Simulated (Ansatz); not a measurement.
# CH7B2NOSi: the cost of one run

Program: Ansatz 0.2.0, Gaussian basis. Level of theory: functionals in def2-TZVPP, the program's frozen cores in correlated methods. These are calculated values, not measurements.

Plan: PBE-D4, r2SCAN-D4, PBE0-D4, B3LYP-D4, ωB97X-V, ωB97M-V, B2PLYP; CCSD(T)/def2-TZVPP; MP2/def2-QZVPP; extrapolation to the limit.

### 1 The relaxed structure

The geometry comes from an earlier relaxation with PBE0-D4 in a triple-zeta def2 set; it is a stationary point, not always the lowest conformer.

13 atoms, charge 0, spin multiplicity 1.

Atoms are counted from 1 here; the program's logs count them from 0.

Bond lengths: B1–B2 1.685 Å, B1–H7 1.197 Å, B1–H8 1.197 Å, B2–O3 1.399 Å, B2–N5 1.435 Å, O3–C4 1.428 Å, C4–N5 1.458 Å, C4–H9 1.095 Å, C4–H10 1.095 Å, N5–Si6 1.719 Å, Si6–H11 1.484 Å, Si6–H12 1.488 Å, Si6–H13 1.488 Å. Angles: B2–B1–H7 121.9°, B2–B1–H8 121.9°, H7–B1–H8 116.3°, B1–B2–O3 129.4°, B1–B2–N5 135.2°, O3–B2–N5 95.3°, B2–O3–C4 87.0°, O3–C4–N5 93.1°, O3–C4–H9 111.6°, O3–C4–H10 111.5°, N5–C4–H9 114.5°, N5–C4–H10 114.5°, H9–C4–H10 110.6°, B2–N5–C4 84.5°, B2–N5–Si6 141.6°, C4–N5–Si6 133.9°, N5–Si6–H11 106.5°, N5–Si6–H12 111.4° and more.

Coordinates:

```xyz
13
CH7B2NOSi
B    -0.4611   -0.6749   -2.3089
B     0.0831    0.2893   -1.0382
O     0.6926    1.5484   -1.0755
C     0.7446    1.4823    0.3495
N     0.1099    0.1704    0.3915
Si   -0.3362   -0.8973    1.6622
H     0.2454   -1.4866   -2.8340
H    -1.5781   -0.5924   -2.7318
H     1.7762    1.4990    0.7156
H     0.1596    2.2845    0.8108
H    -0.9516   -2.0846    1.0190
H    -1.3104   -0.2614    2.5898
H     0.8463   -1.3114    2.4647
```

### 2 PBE-D4 (GGA)

in.yaml

```yaml
crystal:
  periodic: [false, false, false]
  atoms:
    - {symbol: B, position_ang: [-0.461094, -0.674940, -2.308944]}
    - {symbol: B, position_ang: [0.083051, 0.289297, -1.038160]}
    - {symbol: O, position_ang: [0.692641, 1.548418, -1.075502]}
    - {symbol: C, position_ang: [0.744619, 1.482338, 0.349522]}
    - {symbol: N, position_ang: [0.109922, 0.170404, 0.391497]}
    - {symbol: Si, position_ang: [-0.336169, -0.897258, 1.662170]}
    - {symbol: H, position_ang: [0.245401, -1.486568, -2.833982]}
    - {symbol: H, position_ang: [-1.578145, -0.592351, -2.731822]}
    - {symbol: H, position_ang: [1.776240, 1.499038, 0.715558]}
    - {symbol: H, position_ang: [0.159580, 2.284469, 0.810850]}
    - {symbol: H, position_ang: [-0.951630, -2.084630, 1.019037]}
    - {symbol: H, position_ang: [-1.310364, -0.261374, 2.589822]}
    - {symbol: H, position_ang: [0.846349, -1.311443, 2.464654]}
basis:
  gaussian: {orbitals: def2-TZVPP}
hamiltonian: {xc: pbe, dispersion: d4}
output: {forces: true, orbitals: {seedname: orbitals}}
```

Command:

```bash
> ansatz run in.yaml --threads 4 --pin off --events-out ev --progress --plain --max-ram 10444MiB
```

Q: Estimate wall time and peak memory on 4 threads of Arm Neoverse V2, shared host.

About 3.4 s, with a peak of 0.42 GiB.
